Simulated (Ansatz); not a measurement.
Predict the output of the script below (Ansatz 0.2.0, Python API).

`POSCAR_n`
```text
N
1.0
   0.00000000    1.55380861    1.55380861
   1.55380861    0.00000000    1.55380861
   1.55380861    1.55380861    0.00000000
N
1
Direct
   0.00000000    0.00000000    0.00000000
```

Script `fold_n.py`:
```python
import warnings

import ansatz
from ase.io import read
from tabulate import tabulate

SCF_TOL = 1e-07
OCCUPATIONS = "Fermi-Dirac"
SIGMA = 0.1


def main() -> None:
    warnings.simplefilter("ignore", ansatz.DeckWarning)

    atoms = read("POSCAR_n", format="vasp")
    cell = ansatz.Crystal.from_ase(atoms)

    mesh = (10, 10, 10)
    rows = []
    for repeats in [(1, 1, 1), (2, 1, 1)]:
        model = cell.supercell(*repeats).calculation()
        model = model.scf(tolerance=SCF_TOL)
        model = model.functional(ansatz.Functional.R2SCAN).pseudopotentials("paw")
        model = model.occupations(OCCUPATIONS, width=SIGMA)
        model = model.kpoints(*(k // n for k, n in zip(mesh, repeats)))
        data = model.run().report
        n = len(data["lattice"]["sites"])
        rows.append((repeats, n, data["free_energy_ev"] / n, data["fermi_energy_ev"], data["n_kpoints"], data["n_symmetry_ops"]))
    print(tabulate(rows, headers=["repeats", "atoms", "F/atom eV", "Fermi level eV", "k-points", "symmetry operations"], floatfmt=".4f", tablefmt="plain"))


if __name__ == "__main__":
    main()
```

```console
$ python fold_n.py
repeats      atoms    F/atom eV    Fermi level eV    k-points    symmetry operations
(1, 1, 1)        1    -379.9793            8.2991          47                     48
(2, 1, 1)        2    -379.9793            8.2991          58                     24
```

Absolute energies stand on the zero of these potentials, so only differences at equal settings mean something. For a metal this k-point mesh is coarse: on a finer one energies can move by several to tens of meV an atom and pressures by half a GPa or more, differences at one mesh by less. No spin polarisation was allowed. This isn't the structure that N takes at ambient conditions. The count of operations in a supercell holds its pure translations too, and an uneven repeat can lower the point group. Run time: 3 s on 1 thread of Arm Neoverse V1, on a shared host, peak memory 0.4 GiB.

(Lines on the test bed's own set-up are left out of the output.)
